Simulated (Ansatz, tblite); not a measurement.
**GeHF3: removing an electron**

The task here is to estimate one member of a computed series from the others.

Computed with Ansatz 0.2.0, Gaussian basis. Level: as each input shows.

The runs, in order: charge +1 doublet, at the geometry of the singlet (PBE0-D4/def2-TZVP, PBE-D4/def2-TZVP, r2SCAN-D4/def2-TZVP, CCSD(T)/def2-TZVPP); charge +1 doublet, relaxed (PBE0-D4/def2-TZVP, PBE-D4/def2-TZVP); the starting singlet's energies come from earlier runs.

### The geometry

The geometry is that of the singlet, from an earlier relaxation (PBE0-D4/def2-TZVP).

5 atoms, charge 0, spin multiplicity 1.

Atoms are counted from 1 here; the program's logs count them from 0.

Bond lengths: Ge1–H2 1.516 Å, Ge1–F3 1.707 Å, Ge1–F4 1.707 Å, Ge1–F5 1.707 Å. Angles: H2–Ge1–F3 112.4°, H2–Ge1–F4 112.4°, H2–Ge1–F5 112.4°, F3–Ge1–F4 106.4°, F3–Ge1–F5 106.4°, F4–Ge1–F5 106.4°.

Coordinates:

```xyz
5
charge 0, multiplicity 1
Ge    0.0006   -0.0010    0.0865
H     0.0111   -0.0181    1.6026
F     1.5748    0.0108   -0.5737
F    -0.7969    1.3711   -0.5423
F    -0.7895   -1.3629   -0.5730
```

The first run:

Input file in.yaml:

```yaml
crystal:
  periodic: [false, false, false]
  atoms:
    - {symbol: Ge, position_ang: [0.000585, -0.000977, 0.086460]}
    - {symbol: H, position_ang: [0.011110, -0.018094, 1.602593]}
    - {symbol: F, position_ang: [1.574802, 0.010843, -0.573731]}
    - {symbol: F, position_ang: [-0.796949, 1.371128, -0.542295]}
    - {symbol: F, position_ang: [-0.789549, -1.362889, -0.573018]}
basis:
  gaussian: {orbitals: def2-SVP}
total_charge: 1
magnetization: {spin_polarized: true, initial_magnetization: 1}
hamiltonian: {xc: pbe0, dispersion: d4}
output: {orbitals: {seedname: orbitals}}
```

Run with:

```bash
ansatz run in.yaml --threads 2 --pin off --events-out ev --progress --plain --max-ram 32768MiB --backend cpu
```

Steps of the session up to this table: Charge +1 doublet at the fixed geometry, first pass, PBE0-D4/def2-SVP; Charge +1 doublet at the fixed geometry, PBE0-D4/def2-TZVP; Charge +1 doublet at the fixed geometry, PBE-D4/def2-TZVP; Charge +1 doublet at the fixed geometry, r2SCAN-D4/def2-TZVP; Charge +1 doublet at the fixed geometry, CCSD(T)/def2-TZVPP.

One table of the session follows, with a row left open; its other results are not shown here.

It belongs to the step «Vertical ionisation energy». 

```
             method  vertical ionisation energy (eV)
      HF/def2-TZVPP                            14.42
   PBE-D4/def2-TZVP                            13.20
r2SCAN-D4/def2-TZVP                            13.52
  PBE0-D4/def2-TZVP                            13.92
     MP2/def2-TZVPP                                ?
    CCSD/def2-TZVPP                            14.64
 CCSD(T)/def2-TZVPP                            14.44
```

Q: Estimate the row for MP2/def2-TZVPP from the others.

As computed: vertical ionisation energy (eV): 14.53. In the column «vertical ionisation energy (eV)» it lies between CCSD(T)/def2-TZVPP (14.44) and CCSD/def2-TZVPP (14.64).
